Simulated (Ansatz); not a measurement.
Ti, space group P6/mmm, a phonon calculation by linear response

Run with the Python package of Ansatz (0.2.0).

Script `dfpt.py`:
```python
# -*- coding: utf-8 -*-
"""DFPT phonons of Ti."""

from pathlib import Path
import warnings

import ansatz
from ase import Atoms
import numpy as np

warnings.simplefilter("ignore", ansatz.DeckWarning)

atoms = Atoms(
    ["Ti", "Ti", "Ti"],
    scaled_positions=[
        (0.0, 0.0, 0.0),
        (1 / 3, 2 / 3, 0.5),
        (2 / 3, 1 / 3, 0.5),
    ],
    cell=[
        (4.6, 0.0, 0.0),
        (-2.3, 3.983717, 0.0),
        (0.0, 0.0, 2.82),
    ],
    pbc=True,
)
ti = ansatz.Crystal.from_ase(atoms)

calc = (
    ti.calculation()
    .occupations("Fermi-Dirac", width=0.1)
    .functional("lda")
    .basis(420)
    .kpoints(8, 8, 12)
    .phonons("dfpt", points=[(0, 0, 0), (0.5, 0, 0)])
)
done = calc.run(threads=1, runs_dir="runs")
ph = done.phonons

for q in ph.qpoints:
    print("q =", np.round(q.q_frac, 3), "1/cm:", " ".join(f"{w:.1f}" for w in q.omega_inv_cm))
```

```console
$ python dfpt.py
q = [0. 0. 0.] 1/cm: -0.0 0.0 0.0 121.8 121.8 130.4 159.9 159.9 204.8
q = [0.5 0.  0. ] 1/cm: 90.4 118.5 120.4 124.0 159.7 162.8 170.3 184.6 196.1
```

The cell isn't relaxed first, so the values belong to this volume. This isn't the structure that Ti takes at ambient conditions. The structure is taken as given; imaginary modes can come from an unrelaxed or unstable start. Phonons of metals also depend on mesh and smearing. The whole script took 3.5 min on 1 thread of Arm Neoverse V1, with other jobs on the host, peak memory 1.1 GiB.
